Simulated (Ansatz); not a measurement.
# CH3BOTe: a ladder of functionals and wavefunction methods

Aim: compute CH3BOTe with functionals from several rungs and with coupled cluster. The yardstick is the atomisation energy at the CCSD(T) limit.

Method: functionals in def2-TZVPP, the program's frozen cores in correlated methods; program: Ansatz 0.2.0, Gaussian basis.

Levels to be run: LDA (SPW92), PBE-D4, revPBE-D4, BLYP-D4, r2SCAN-D4, B97M-V, PBE0-D4, B3LYP-D4, r2SCANh-D4, r2SCAN0-D4, HSE06-D4, BHLYP-D4, CAM-B3LYP-D4, LC-ωPBE, ωB97X-V, ωB97M-V, B2PLYP, PBE-QIDH; CCSD(T)/def2-SVP; CCSD(T)/def2-TZVPP; MP2/def2-QZVPP; extrapolation to the limit; RPA on PBE.

**1. The relaxed structure**

An earlier PBE0-D4 in a triple-zeta def2 set relaxation fixed the geometry. Te takes the def2 core potential; no spin-orbit term is included.

SMILES `B1OC[Te]1`, 7 atoms, charge 0, spin multiplicity 1.

Atoms are counted from 1 here; the program's logs count them from 0.

Bond lengths: B1–O2 1.358 Å, B1–Te4 2.163 Å, B1–H5 1.189 Å, O2–C3 1.420 Å, C3–Te4 2.186 Å, C3–H6 1.088 Å, C3–H7 1.088 Å. Angles: O2–B1–Te4 99.4°, O2–B1–H5 124.6°, Te4–B1–H5 136.0°, B1–O2–C3 103.9°, O2–C3–Te4 96.4°, O2–C3–H6 111.0°, O2–C3–H7 111.0°, Te4–C3–H6 112.7°, Te4–C3–H7 112.8°, H6–C3–H7 112.1°, B1–Te4–C3 60.4°.

Geometry (Å):

```
B    -0.86863    0.63390   -0.61919
O     0.21862    0.88748    0.15403
C     0.70968   -0.40325    0.48420
Te   -0.81304   -1.52869   -0.60760
H    -1.56476    1.46903   -1.10053
H     0.66840   -0.57297    1.55835
H     1.71092   -0.55329    0.08505
```

**2. LDA**

This LDA is Slater exchange with PW92 correlation.

in.yaml reads:

```yaml
crystal:
  periodic: [false, false, false]
  atoms:
    - {symbol: B, position_ang: [-0.868629, 0.633898, -0.619191]}
    - {symbol: O, position_ang: [0.218620, 0.887481, 0.154028]}
    - {symbol: C, position_ang: [0.709684, -0.403251, 0.484199]}
    - {symbol: Te, position_ang: [-0.813037, -1.528686, -0.607602]}
    - {symbol: H, position_ang: [-1.564759, 1.469027, -1.100533]}
    - {symbol: H, position_ang: [0.668397, -0.572973, 1.558350]}
    - {symbol: H, position_ang: [1.710924, -0.553295, 0.085050]}
basis:
  gaussian: {orbitals: def2-TZVPP}
hamiltonian: {xc: lda}
output: {orbitals: {seedname: orbitals}}
```

Started as:

```sh
$ ansatz run in.yaml --threads 2 --pin off --events-out ev --progress --plain --max-ram 4352MiB
```

The runs that follow: PBE-D4 (GGA); revPBE-D4 (GGA); BLYP-D4 (GGA); r2SCAN-D4 (meta-GGA); B97M-V (meta-GGA); B3LYP-D4 (hybrid); r2SCANh-D4 (hybrid); r2SCAN0-D4 (hybrid); HSE06-D4 (hybrid); BHLYP-D4 (hybrid); CAM-B3LYP-D4 (range-separated); LC-ωPBE (range-separated); ωB97X-V (range-separated); ωB97M-V (range-separated); B2PLYP (double hybrid); PBE-QIDH (double hybrid); CCSD(T) in def2-SVP; CCSD(T) in def2-TZVPP; MP2 in def2-QZVPP; RPA on PBE orbitals.

Before running them: what should the planned runs give, taken together? Wanted: atomisation energy, CCSD(T)/CBS; farthest beyond LDA; mean size of error, GGA; mean size of error, meta-GGA; mean size of error, hybrid; mean size of error, range-separated; mean size of error, double hybrid; gap, smallest and largest; T1 diagnostic.

The runs gave:

```
                               quantity                                                                                                                              value
        atomisation energy, CCSD(T)/CBS                                                                                                                      2608.8 kJ/mol
 functionals within 26.1 kJ/mol (1.0 %)  revPBE-D4, BLYP-D4, r2SCAN-D4, B97M-V, PBE0-D4, B3LYP-D4, r2SCANh-D4, HSE06-D4, CAM-B3LYP-D4, LC-ωPBE, ωB97X-V, ωB97M-V, PBE-QIDH
                    farthest beyond LDA                                                                                                           BHLYP-D4 (-117.9 kJ/mol)
                mean size of error, GGA                                                                                                                        29.3 kJ/mol
           mean size of error, meta-GGA                                                                                                                         8.0 kJ/mol
             mean size of error, hybrid                                                                                                                        36.8 kJ/mol
    mean size of error, range-separated                                                                                                                        13.3 kJ/mol
      mean size of error, double hybrid                                                                                                                        26.0 kJ/mol
              gap, smallest and largest                                                                                               3.31 eV (BLYP-D4), 9.84 eV (LC-ωPBE)
                          T1 diagnostic                                                                                                                             0.0146
triples share of the correlation energy                                                                                                                              3.6 %
```

**Reading.** The LDA atomisation energy is off by 446.9 kJ/mol (17 %): it overbinds. PBE-D4 is off by +84.0 kJ/mol. Double hybrids carry the basis error of their MP2 part in triple zeta, and no dispersion term here, so their miss is partly the set-up's. The rungs meta-GGA, range-separated, double hybrid miss on average by less than the doubt on the reference (26.1 kJ/mol), so they tie. Misses under about 26.1 kJ/mol are within the doubt on the reference itself, which lacks core-valence correlation, spin-orbit coupling and higher excitations, and its outer-core shells are covered unevenly. All levels share the lack of spin-orbit coupling, which lowers the free heavy atoms and so the true binding. Hartree-Fock recovers 69 % of the binding; the rest is correlation. CCSD(T) in def2-SVP is off by -164.5 kJ/mol, more than most functionals: a good method in a small basis is no reference. The gap grows from 3.3 to 9.8 eV across the functionals, mostly with the share of exact exchange. Correlated methods include outer-core shells of Te, which these sets cover unevenly.
